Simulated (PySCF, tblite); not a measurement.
**C3H9NO2Si: infrared bands and NMR shifts**

What infrared bands and NMR shifts should C3H9NO2Si (`CN[SiH]1OCCO1`) show?

Programs: tblite 0.8.0 and PySCF 2.14.0, with density-fitted response routines of our own. Each step states its level of theory. These are calculated values for one molecule in the gas phase, unless marked as measured. Atoms count from 0, in the outputs and in this text.

**1. The starting structure**

16 atoms, charge 0, multiplicity 1; geometry from: GFN2-xTB.

Bonds of the start (Å): C0–N1 1.44, N1–Si2 1.71, Si2–O3 1.64, O3–C4 1.40, C4–C5 1.54, C5–O6 1.39, O6–Si2 1.64, C0–H7 1.09, C0–H8 1.10, C0–H9 1.09, N1–H10 1.01, Si2–H11 1.46, C4–H12 1.09, C4–H13 1.09, C5–H14 1.10, C5–H15 1.09.

**2. Vibrational analysis with GFN2-xTB**

What the job is given:

```
{"job": {"kind": "ir", "xc": "GFN2-xTB", "basis": "xTB"}, "charge": 0, "multiplicity": 1}
C      2.706120    -0.719092    -0.179654
N      1.537738    -0.009185    -0.642938
Si     0.262441     0.360473     0.436608
O     -0.790319    -0.866806     0.704160
C     -2.059817    -0.563252     0.202302
C     -2.084311     0.934577    -0.162961
O     -0.770770     1.360178    -0.350337
H      2.377750    -1.571973     0.408488
H      3.352238    -0.098643     0.450462
H      3.286963    -1.077372    -1.029768
H      1.779943     0.717030    -1.300600
H      0.627330     0.888023     1.750511
H     -2.245476    -1.181112    -0.681947
H     -2.807702    -0.796123     0.964656
H     -2.530704     1.512840     0.653330
H     -2.649022     1.119382    -1.079437
```

**Question.** This job is followed by: GIAO PBE0/pcSseg-1 NMR shielding, non-relativistic, gas phase. What will the session give for the following? strongest single infrared mode (GFN2-xTB); zero-point energy (GFN2-xTB); ¹³C shifts against TMS (PBE0/pcSseg-1, means over atoms taken as alike); ¹H shifts against TMS (PBE0/pcSseg-1, means over atoms taken as alike); ¹⁵N shifts against NH3 (PBE0/pcSseg-1); ²⁹Si shifts against TMS (PBE0/pcSseg-1); ¹⁷O shifts against H2O (PBE0/pcSseg-1, means over atoms taken as alike).

The runs gave:

```
                                                               quantity                             value
                              strongest single infrared mode (GFN2-xTB)             2276 cm⁻¹, 264 km/mol
                                           zero-point energy (GFN2-xTB)                     79.2 kcal/mol
¹³C shifts against TMS (PBE0/pcSseg-1, means over atoms taken as alike)                    65.6, 28.3 ppm
 ¹H shifts against TMS (PBE0/pcSseg-1, means over atoms taken as alike)  4.85, 4.26, 4.14, 2.74, 0.74 ppm
                                 ¹⁵N shifts against NH3 (PBE0/pcSseg-1)                          34.8 ppm
                                ²⁹Si shifts against TMS (PBE0/pcSseg-1)                         -15.7 ppm
¹⁷O shifts against H2O (PBE0/pcSseg-1, means over atoms taken as alike)                          42.6 ppm
```

**Reading.** No mode is imaginary among the 42: a minimum at this level. The strongest single mode, at 2276 cm⁻¹, moves mainly H11. Unscaled tight-binding wavenumbers are off by several per cent, some by more. Its intensities can rank the bands wrongly. C4, C5 (mean) (sp3 CH2 bonded to O) lies farthest downfield among carbon, at 65.6 ppm; deshielded by the electronegative neighbour. At PBE0/pcSseg-1: Shielding is most anisotropic at O3, O6 (span 122 ppm, paramagnetic term -106 ppm).
